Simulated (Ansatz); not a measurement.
# C2H7AlBF: a ladder of functionals and wavefunction methods

An exercise on one series of results from a longer session: the logs are not shown, and one member is left open.

Computed with Ansatz 0.2.0, Gaussian basis. Level: functionals in def2-TZVPP, the program's frozen cores in correlated methods.

Levels to be run: PBE-D4, r2SCAN-D4, PBE0-D4, B3LYP-D4, ωB97X-V, ωB97M-V, B2PLYP; CCSD(T)/def2-TZVPP; MP2/def2-QZVPP; extrapolation to the limit.

**The relaxed structure**

An earlier PBE0-D4 in a triple-zeta def2 set relaxation fixed the geometry.

12 atoms, charge 0, spin multiplicity 1.

Atoms are counted from 1 here; the program's logs count them from 0.

Bond lengths: B1–C3 1.538 Å, B1–H6 1.227 Å, B1–H7 1.193 Å, Al2–C4 1.959 Å, Al2–F5 1.658 Å, Al2–H8 1.584 Å, C3–C4 1.538 Å, C3–H9 1.114 Å, C3–H10 1.095 Å, C4–H11 1.093 Å, C4–H12 1.094 Å. Angles: C3–B1–H6 117.9°, C3–B1–H7 126.9°, H6–B1–H7 115.1°, C4–Al2–F5 120.4°, C4–Al2–H8 122.6°, F5–Al2–H8 116.8°, B1–C3–C4 113.9°, B1–C3–H9 98.2°, B1–C3–H10 114.6°, C4–C3–H9 109.5°, C4–C3–H10 115.0°, H9–C3–H10 103.6°, Al2–C4–C3 102.6°, Al2–C4–H11 115.8°, Al2–C4–H12 109.7°, C3–C4–H11 112.2°, C3–C4–H12 109.7°, H11–C4–H12 106.8°.

As a file:

```csv
atom,x (Å),y (Å),z (Å)
B1,-0.6596,0.6293,1.2072
Al2,-0.4033,-1.4441,-0.6929
C3,0.3406,1.0653,0.1237
C4,1.0242,-0.1062,-0.6019
F5,-0.1966,-2.9378,-0.0042
H6,-1.1920,-0.4698,1.0882
H7,-1.0384,1.2769,2.1350
H8,-1.7321,-1.2173,-1.5242
H9,-0.3790,1.5608,-0.5671
H10,1.0108,1.8778,0.4235
H11,1.4531,0.1967,-1.5604
H12,1.8495,-0.4870,0.0070
```

Set-up of the first run:

Contents of in.yaml:

```yaml
crystal:
  periodic: [false, false, false]
  atoms:
    - {symbol: B, position_ang: [-0.659632, 0.629296, 1.207176]}
    - {symbol: Al, position_ang: [-0.403277, -1.444074, -0.692886]}
    - {symbol: C, position_ang: [0.340600, 1.065306, 0.123683]}
    - {symbol: C, position_ang: [1.024153, -0.106189, -0.601923]}
    - {symbol: F, position_ang: [-0.196626, -2.937819, -0.004224]}
    - {symbol: H, position_ang: [-1.192048, -0.469774, 1.088245]}
    - {symbol: H, position_ang: [-1.038398, 1.276865, 2.134983]}
    - {symbol: H, position_ang: [-1.732130, -1.217333, -1.524234]}
    - {symbol: H, position_ang: [-0.379016, 1.560828, -0.567053]}
    - {symbol: H, position_ang: [1.010774, 1.877826, 0.423544]}
    - {symbol: H, position_ang: [1.453131, 0.196700, -1.560382]}
    - {symbol: H, position_ang: [1.849470, -0.487030, 0.006971]}
basis:
  gaussian: {orbitals: def2-TZVPP}
hamiltonian: {xc: pbe, dispersion: d4}
output: {forces: true, orbitals: {seedname: orbitals}}
```

On the command line:

```
ansatz run in.yaml --threads 4 --pin off --events-out ev --progress --plain --max-ram 10444MiB
```

Steps of the session up to this table: PBE-D4 (GGA); r2SCAN-D4 (meta-GGA); PBE0-D4 (hybrid); B3LYP-D4 (hybrid); ωB97X-V (range-separated); ωB97M-V (range-separated); B2PLYP (double hybrid); CCSD(T) in def2-TZVPP; MP2 in def2-QZVPP.

One of the session's tables, all rows but one given; the rest of the session is left out.

```
            method  atomisation energy (kcal/mol)
            PBE-D4                         1064.8
         r2SCAN-D4                         1059.0
           PBE0-D4                         1053.9
          B3LYP-D4                         1053.2
           ωB97X-V                         1056.0
           ωB97M-V                         1057.5
            B2PLYP                         1043.9
     HF/def2-TZVPP                              ?
    MP2/def2-TZVPP                         1045.3
   CCSD/def2-TZVPP                         1018.0
CCSD(T)/def2-TZVPP                         1029.7
           MP2/CBS                         1068.7
       CCSD(T)/CBS                         1053.0
```

Estimate the missing values for HF/def2-TZVPP.

**Answer.** atomisation energy (kcal/mol): 810.7. In the column «atomisation energy (kcal/mol)» it is the lowest.

Caveats from the session: Free atoms (1 B, 1 Al, 2 C, 1 F, 7 H) were run apart at each level; the atomisation energy is their sum less the molecule, without zero-point or spin-orbit terms.
